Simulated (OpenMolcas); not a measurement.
# SnH2ClO2 (SMILES [OH][Sn]([OH])[Cl]) at 6 levels

Aim: a comparison of 6 runs (UHF/STO-3G, UHF/3-21G, U-revPBE/def2-SVP, UM06-2X/def2-SVP, UM06-L/def2-SVP, UTPSS/def2-SVP) of SnH2ClO2. 

The results are computed with OpenMolcas 26.06.

## Step 1: The structure to begin with

The species is SnH2ClO2 (6 atoms), meant as a doublet with charge 0. SMILES: `[OH][Sn]([OH])[Cl]`. One bond was lengthened or shortened from a relaxed shape.

Bond lengths: O1–Sn2 1.969 Å, Sn2–O3 2.255 Å, Sn2–Cl4 2.349 Å, O1–H5 0.962 Å, O3–H6 0.964 Å. Angles: O1–Sn2–O3 101.9°, O1–Sn2–Cl4 109.1°, O3–Sn2–Cl4 108.0°, Sn2–O1–H5 114.3°, Sn2–O3–H6 110.7°.

## Step 2: A single-point energy at UHF/STO-3G (run 1)

File calc.inp:

```
&gateway
 baslib = $CurrDir
 basisset
 O.STO-3G....
 O1 -0.580124 1.479967 -0.408447 angstrom
 O3 1.256500 -0.847900 1.007700 angstrom
 End of Basis
 basisset
 Sn.STO-3G....
 Sn2 0.239076 -0.238733 -0.909847 angstrom
 End of Basis
 basisset
 Cl.STO-3G....
 Cl4 -1.460924 -1.797633 -1.356747 angstrom
 End of Basis
 basisset
 H.STO-3G....
 H5 -1.315424 1.745867 -0.968647 angstrom
 H6 1.372100 -0.087800 1.589200 angstrom
 End of Basis

&seward

&scf
 uhf
 spin = 2
 thresholds = 1e-10 1e-07 1e-07 1e-05
 prorbitals = 1 1
```

The basis set STO-3G is read from a file made from the Basis Set Exchange's data (not shown).

Command:

```
$ export MOLCAS_MEM=1860
$ pymolcas calc.inp > calc.log
```

What it wrote:

```text
--- Start Module: gateway ---
[...]
--- Stop Module: gateway /rc=_RC_ALL_IS_WELL_ ---
--- Start Module: seward ---
[...]
      Basis functions           48
--- Stop Module: seward /rc=_RC_ALL_IS_WELL_ ---
[...]
--- Start Module: scf ---
[...]
       Convergence after  26 Iterations
[...]
::    Total SCF energy                              -6566.7484387973
[...]
      Total spin, S                                     0.5563076285
[...]
      Total electronic charge=   85.000000
      Total            charge=   -0.000000
[...]
      Dipole Moment (debye):
      Origin of the operator (angstrom)=   -0.0611   -0.4220   -0.7747
                   X=  1.8814E+00               Y=  2.8141E+00               Z= -1.0062E+00           Total=  3.5314E+00
      Quadrupole Moment (debye*angstrom):
[...]
--- Stop Module: scf /rc=_RC_ALL_IS_WELL_ ---
[...]
```

It took 3.6 s on 1 thread of Intel Xeon 6975P-C (Granite Rapids), shared host; peak memory 0.38 GiB.

## Step 3: A single-point energy at UHF/3-21G (run 2)

File mol.inp:

```
* ClH2O2Sn Hartree-Fock
&gateway
baslib
$CurrDir
coord
6
angstrom
O       -0.580124       1.479967      -0.408447
Sn       0.239076      -0.238733      -0.909847
O        1.256500      -0.847900       1.007700
Cl      -1.460924      -1.797633      -1.356747
H       -1.315424       1.745867      -0.968647
H        1.372100      -0.087800       1.589200
basis
3-21G
group
NoSym
&seward
&scf
uhf
spin
2
thresholds
1e-10 1e-07 1e-07 1e-05
prorbitals
1
```

The basis set 3-21G is read from a file made from the Basis Set Exchange's data (not shown).

Command:

```
$ export MOLCAS_MEM=1860
$ pymolcas mol.inp > mol.log
```

What it wrote:

```text
--- Start Module: gateway ---
[...]
--- Stop Module: gateway /rc=_RC_ALL_IS_WELL_ ---
--- Start Module: seward ---
[...]
      Basis functions           66
--- Stop Module: seward /rc=_RC_ALL_IS_WELL_ ---
[...]
--- Start Module: scf ---
[...]
       Convergence after  23 Iterations
[...]
::    Total SCF energy                              -6603.6786565211
[...]
      Total spin, S                                     0.5414716211
[...]
      Total electronic charge=   85.000000
      Total            charge=   -0.000000
[...]
      Dipole Moment (debye):
      Origin of the operator (angstrom)=   -0.0611   -0.4220   -0.7747
                   X=  1.5750E+00               Y=  3.1838E+00               Z= -1.6723E+00           Total=  3.9261E+00
      Quadrupole Moment (debye*angstrom):
[...]
--- Stop Module: scf /rc=_RC_ALL_IS_WELL_ ---
[...]
```

Run time: 4.5 s. Hardware: 1 thread of Intel Xeon 6975P-C (Granite Rapids), shared host; peak memory 0.41 GiB.

Runs 3 to 5 aren't shown in full; the table further down has their settings and results.

## Step 4: The energy at UTPSS/def2-SVP (core potential) (run 6)

File struct.xyz:

```xyz
6

O     -0.580124     1.479967    -0.408447
Sn     0.239076    -0.238733    -0.909847
O      1.256500    -0.847900     1.007700
Cl    -1.460924    -1.797633    -1.356747
H     -1.315424     1.745867    -0.968647
H      1.372100    -0.087800     1.589200
```

File job.input:

```
* ClH2O2Sn Kohn-Sham DFT
>>> EXPORT MOLCAS_PRINT=2
&GATEWAY
BasLib = $CurrDir
Coord = struct.xyz
Basis = def2-SVP
Group = NoSym
&SEWARD
GridInput
Grid=UltraFine
End of Grid
&SCF
UHF
Spin = 2
KSDFT = 2
1.0 MGGA_X_TPSS
1.0 MGGA_C_TPSS
Thresholds = 1e-10 1e-07 1e-07 1e-05
PrOrbitals = 1 2
```

The basis set def2-SVP is read from a file made from the Basis Set Exchange's data (not shown).

Command:

```
$ export MOLCAS_MEM=1860
$ pymolcas job.input > job.log
```

What it wrote:

```text
--- Start Module: gateway ---
[...]
--- Stop Module: gateway /rc=_RC_ALL_IS_WELL_ ---
--- Start Module: seward ---
[...]
      Basis functions           82
--- Stop Module: seward /rc=_RC_ALL_IS_WELL_ ---
[...]
--- Start Module: scf ---
[...]
       Convergence after  29 Iterations
[...]
::    Total KS-DFT energy                            -825.8684851225
[...]
      Total spin, S                                     0.5024615221
[...]
      Total electronic charge=   57.000000
      Total            charge=   -0.000000
[...]
      Dipole Moment (debye):
      Origin of the operator (angstrom)=   -0.0611   -0.4220   -0.7747
                   X=  1.8761E-01               Y=  2.2836E+00               Z= -1.4164E+00           Total=  2.6937E+00
      Quadrupole Moment (debye*angstrom):
[...]
--- Stop Module: scf /rc=_RC_ALL_IS_WELL_ ---
[...]
```

It took 62 s on 1 thread of Intel Xeon 6975P-C (Granite Rapids), shared host; peak memory 0.45 GiB.

## Step 5: The series

```tsv
run	level	integration grid	energy (Eh)	dipole moment (D)	HOMO energy (eV)	LUMO energy (eV)	wall time
1	UHF/STO-3G	–	-6566.748439	3.53	-6.59	3.35	3.6 s
2	UHF/3-21G	–	-6603.678657	3.93	-9.88	-0.90	4.5 s
3	U-revPBE/def2-SVP (core potential)	UltraFine	-825.834887	2.64	-5.93	-5.08	38 s
4	UM06-2X/def2-SVP (core potential)	UltraFine	-825.776293	3.23	-8.55	-3.65	47 s
5	UM06-L/def2-SVP (core potential)	UltraFine	-826.066955	2.90	-6.13	-5.21	44 s
6	UTPSS/def2-SVP (core potential)	UltraFine	-825.868485	2.69	-6.10	-5.11	62 s
```

## Step 6: What came out

```
                                 quantity          value
                      run 6: total energy  -825.86849 Eh
                     run 6: dipole moment         2.69 D
run 6: HOMO energy (highest over α and β)       -6.10 eV
 run 6: LUMO energy (lowest over α and β)       -5.11 eV
                              run 6: ⟨S²⟩          0.755
```

**Reading.** The dipole moment (its size) runs from 2.64 D (U-revPBE/def2-SVP) to 3.93 D (UHF/3-21G). The two ends differ in method and basis and core potential. Totals of different functionals can't be ranked against each other. Some runs of one species differ in core potentials or relativity; totals across that change don't compare. In run 1 the basis is minimal, so the values are rough. In runs 1, 2 relativity is left out where basis or elements ask for it. Spin contamination of the reference: run 1 ⟨S²⟩ = 0.87. All runs together took 3.3 min, the longest 62 s.
